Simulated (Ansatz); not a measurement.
Input of an Ansatz 0.2.0 run:

The input input.yaml:

```yaml
crystal:
  lattice:
    - [4.33047, 0.0, 0.0]
    - [-2.16523, 3.7503, 0.0]
    - [0.0, 0.0, 23.8]
  atoms:
    - { symbol: Ga, position: [0.33333, 0.66667, 0.29412] }
    - { symbol: Ga, position: [0.66667, 0.33333, 0.29412] }
  periodic: [true, true, false]
kpoints:
  mp_grid: { grid: [7, 7, 1] }
scf:
  occupations: { method: fermi_dirac, width: 0.05 }
hamiltonian:
  xc: pbesol
  pseudopotentials: { kind: all_electron, lapw: { basis_error: 0.002 } }
output:
  forces: true
  stress: true
  eigenvalues: true
```

Potentials or basis: all-electron LAPW, scalar-relativistic.

The run is started by

```console
$ ansatz run input.yaml --threads 4 --pin off --max-ram 12288MiB --backend cpu --events-out ev --progress --plain --runs-dir out
```

**Question.** Predict the work function.

**Answer.** 4.42 eV.

**Question.** What does it give for the band gap on the k mesh?

**Answer.** None (metal or under the smearing width).
